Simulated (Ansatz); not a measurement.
**CH3AlFNO: how energies converge with the basis set**

Aim: see how fast density functionals converge with the basis set for CH3AlFNO.

The runs use Ansatz 0.2.0, Gaussian basis; one geometry, several basis sets.

Levels to be run: PBE0-D4/def2-SVP; ωB97M-V/def2-SVP; PBE0-D4/def2-QZVPP; ωB97M-V/def2-QZVPP; the functionals' def2-TZVPP values are taken from earlier runs.

### Step 1. The geometry

All runs share one geometry, relaxed beforehand with PBE0-D4 in a triple-zeta def2 set.

8 atoms, charge 0, spin multiplicity 1.

Atoms are counted from 1 here; the program's logs count them from 0.

Bond lengths: N1–C2 1.327 Å, N1–H6 1.008 Å, N1–H7 1.005 Å, C2–O3 1.227 Å, C2–H8 1.100 Å, O3–Al4 2.172 Å, Al4–F5 1.680 Å. Angles: C2–N1–H6 119.6°, C2–N1–H7 121.1°, H6–N1–H7 119.3°, N1–C2–O3 123.4°, N1–C2–H8 115.2°, O3–C2–H8 121.4°, C2–O3–Al4 118.9°, O3–Al4–F5 89.9°.

### Step 2. PBE0-D4 in def2-SVP

The input, in.yaml:

```yaml
crystal:
  periodic: [false, false, false]
  atoms:
    - {symbol: N, position_ang: [0.830561, -0.543439, 1.295433]}
    - {symbol: C, position_ang: [-0.114815, -0.189140, 0.433557]}
    - {symbol: O, position_ang: [0.122887, 0.272384, -0.678106]}
    - {symbol: Al, position_ang: [-1.539528, 0.802810, -1.972090]}
    - {symbol: F, position_ang: [-0.455497, 1.292058, -3.159028]}
    - {symbol: H, position_ang: [1.800040, -0.435779, 1.042800]}
    - {symbol: H, position_ang: [0.595494, -0.918204, 2.197344]}
    - {symbol: H, position_ang: [-1.146943, -0.337791, 0.784391]}
basis:
  gaussian: {orbitals: def2-SVP}
hamiltonian: {xc: pbe0, dispersion: d4}
output: {orbitals: {seedname: orbitals}}
```

The run is started by

```bash
$ ansatz run in.yaml --threads 2 --pin off --events-out ev --progress --plain --max-ram 4352MiB
```

What it wrote:

```text
Functional definition: PBE0
  name "PBE0"
  cite "Adamo & Barone, J. Chem. Phys. 110, 6158 (1999) doi:10.1063/1.478522"
  cite "Perdew, Burke & Ernzerhof, Phys. Rev. Lett. 77, 3865 (1996) doi:10.1103/PhysRevLett.77.3865"
  parent pbe
  parameter a = 0.25
  parameter kappa = 0.804
  parameter beta = 0.06672455060314922
  exchange = (1 - a)*pbe_x(kappa = kappa, mu = beta*pi^2/3) + a*exact_x
  correlation = pbe_c(beta = beta)
858 factors; integrals over basis functions are off by at most 1.5e-3 eV
mean field evaluation 1: about -13913.8228 eV, gradient 5.9e1 eV
mean field evaluation 2: about -13903.2028 eV, gradient 9.8e1 eV
mean field evaluation 4: about -13919.9392 eV, gradient 4.6e0 eV
mean field evaluation 8: about -13920.1928 eV, gradient 9.3e-1 eV
mean field evaluation 16: about -13920.1948 eV, gradient 6.0e-5 eV
mean field -13920.19480136 eV, -511.5577235031 hartree, gradient 6.0e-5 eV, S^2 0.000000; 0 other end points of the search recorded, 0 dependent functions left out
reference -13920.19483194 eV, -511.5577246268 hartree; 23, 23 occupied and 66, 66 virtual orbitals, 858 factors
Total energy: -13920.31888884 eV, -511.5622836340 hartree
```

Run time: 1.2 s. Hardware: 2 threads of Arm Neoverse V2, shared host.

### Step 3. ωB97M-V in def2-SVP

Changes to in.yaml since step 2:

```diff
@@ -13,3 +13,3 @@
   gaussian: {orbitals: def2-SVP}
-hamiltonian: {xc: pbe0, dispersion: d4}
+hamiltonian: {xc: {name: wB97M-V}}
 output: {orbitals: {seedname: orbitals}}
```

The command is unchanged.

What it wrote, cut to the lines that bear on the results:

```text
Functional definition: wB97M-V
  name "wB97M-V"
  cite "Mardirossian & Head-Gordon, J. Chem. Phys. 144, 214110 (2016) doi:10.1063/1.4952647"
  cite "Becke, J. Chem. Phys. 107, 8554 (1997) doi:10.1063/1.475007"
  cite "Vydrov & Van Voorhis, J. Chem. Phys. 133, 244103 (2010) doi:10.1063/1.3521275"
  # Of w^i u^j: cxij and so on, Table III.
[...]
  gx(w, u) = 1 - cx + cx01*u + cx10*w
  gss(w, u) = css00 + css04*u^4 + css10*w + css20*w^2 + css43*w^4*u^3
  gos(w, u) = cos00 + cos10*w + (cos20 + cos21*u)*w^2 + (cos60 + cos61*u)*w^6
[...]
      + integral(e_c_pw_mod_opposite_spin*gos(b97_w_opposite, b97_u_opposite)) + vv10(b, c)
858 factors; integrals over basis functions are off by at most 1.5e-3 eV
230 factors; integrals over basis functions are off by at most 1.1e-5 eV
[...]
mean field -13928.39116134 eV, -511.8589341765 hartree, gradient 3.4e-5 eV, S^2 0.000000; 0 other end points of the search recorded, 0 dependent functions left out
reference -13928.39121053 eV, -511.8589359843 hartree; 23, 23 occupied and 66, 66 virtual orbitals, 858 factors
Total energy: -13928.39121053 eV, -511.8589359843 hartree
```

It took 6 s on 2 threads of Arm Neoverse V2, shared host.

### Step 4. PBE0-D4 in def2-QZVPP

Changes to in.yaml since step 3:

```diff
@@ -12,4 +12,4 @@
 basis:
-  gaussian: {orbitals: def2-SVP}
-hamiltonian: {xc: {name: wB97M-V}}
+  gaussian: {orbitals: "def2-QZVPP.json"}
+hamiltonian: {xc: pbe0, dispersion: d4}
 output: {orbitals: {seedname: orbitals}}
```

Launched as before.

What it wrote:

```text
Functional definition: PBE0
  name "PBE0"
  cite "Adamo & Barone, J. Chem. Phys. 110, 6158 (1999) doi:10.1063/1.478522"
  cite "Perdew, Burke & Ernzerhof, Phys. Rev. Lett. 77, 3865 (1996) doi:10.1103/PhysRevLett.77.3865"
  parent pbe
  parameter a = 0.25
  parameter kappa = 0.804
  parameter beta = 0.06672455060314922
  exchange = (1 - a)*pbe_x(kappa = kappa, mu = beta*pi^2/3) + a*exact_x
  correlation = pbe_c(beta = beta)
1302 factors; their error is unknown
mean field evaluation 1: about -13923.6389 eV, gradient 7.1e1 eV
mean field evaluation 2: about -13908.7248 eV, gradient 1.2e2 eV
mean field evaluation 4: about -13931.8649 eV, gradient 6.6e0 eV
mean field evaluation 8: about -13931.9401 eV, gradient 2.4e-1 eV
mean field evaluation 16: about -13931.9516 eV, gradient 4.1e-5 eV
mean field -13931.95156739 eV, -511.9897766857 hartree, gradient 4.1e-5 eV, S^2 0.000000; 0 other end points of the search recorded, 0 dependent functions left out
reference -13931.95160179 eV, -511.9897779500 hartree; 23, 23 occupied and 365, 365 virtual orbitals, 1302 factors
Total energy: -13932.07565870 eV, -511.9943369572 hartree
```

It took 8.5 s on 2 threads of Arm Neoverse V2, shared host; peak memory 0.98 GiB.

### Step 5. ωB97M-V in def2-QZVPP

Changes to in.yaml since step 4:

```diff
@@ -13,3 +13,3 @@
   gaussian: {orbitals: "def2-QZVPP.json"}
-hamiltonian: {xc: pbe0, dispersion: d4}
+hamiltonian: {xc: {name: wB97M-V}}
 output: {orbitals: {seedname: orbitals}}
```

The command is unchanged.

What it wrote, cut to the lines that bear on the results:

```text
Functional definition: wB97M-V
  name "wB97M-V"
  cite "Mardirossian & Head-Gordon, J. Chem. Phys. 144, 214110 (2016) doi:10.1063/1.4952647"
  cite "Becke, J. Chem. Phys. 107, 8554 (1997) doi:10.1063/1.475007"
  cite "Vydrov & Van Voorhis, J. Chem. Phys. 133, 244103 (2010) doi:10.1063/1.3521275"
  # Of w^i u^j: cxij and so on, Table III.
[...]
  gx(w, u) = 1 - cx + cx01*u + cx10*w
  gss(w, u) = css00 + css04*u^4 + css10*w + css20*w^2 + css43*w^4*u^3
  gos(w, u) = cos00 + cos10*w + (cos20 + cos21*u)*w^2 + (cos60 + cos61*u)*w^6
[...]
      + integral(e_c_pw_mod_opposite_spin*gos(b97_w_opposite, b97_u_opposite)) + vv10(b, c)
1259 factors; their error is unknown
311 factors; integrals over basis functions are off by at most 2.0e-5 eV
[...]
mean field -13940.35336697 eV, -512.2985371253 hartree, gradient 9.0e-5 eV, S^2 0.000000; 0 other end points of the search recorded, 0 dependent functions left out
reference -13940.35342278 eV, -512.2985391762 hartree; 23, 23 occupied and 365, 365 virtual orbitals, 1259 factors
Total energy: -13940.35342278 eV, -512.2985391762 hartree
```

Wall time 22 s (2 threads of Arm Neoverse V2, shared host); peak memory 1.1 GiB.

### Step 6. Density functionals: the series

The def2-TZVPP values come from earlier runs at the same geometry.

```
functional       basis  functions  energy (eV)  from the largest (eV)  HOMO (eV)  LUMO (eV)
   PBE0-D4    def2-SVP         89  -13920.3189                 11.757      -5.19      -0.66
   PBE0-D4  def2-TZVPP        208  -13931.4509                  0.625      -5.28      -0.87
   PBE0-D4  def2-QZVPP        388  -13932.0757                  0.000      -5.32      -0.97
   ωB97M-V    def2-SVP         89  -13928.3912                 11.962      -7.09       1.63
   ωB97M-V  def2-TZVPP        208  -13939.7422                  0.611      -7.21       1.40
   ωB97M-V  def2-QZVPP        388  -13940.3534                  0.000      -7.28       0.84
```

### Step 7. Results

| quantity | value |
| --- | --- |
| PBE0-D4: double and triple zeta above quadruple | 11.76, 0.62 eV |
| ωB97M-V: double and triple zeta above quadruple | 11.96, 0.61 eV |

In words: For PBE0-D4 the step from double to triple zeta gains 11.13 eV and the next only 0.62 eV. These are total energies; as a rule much of such shifts cancels in differences, which this series doesn't test. The LUMO of ωB97M-V is positive and keeps falling with the basis (1.63 to 0.84 eV): an unbound level that the basis holds in place.

For PBE0-D4 the largest set took about 7 times as long as the smallest (8.5 s against 1.2 s).
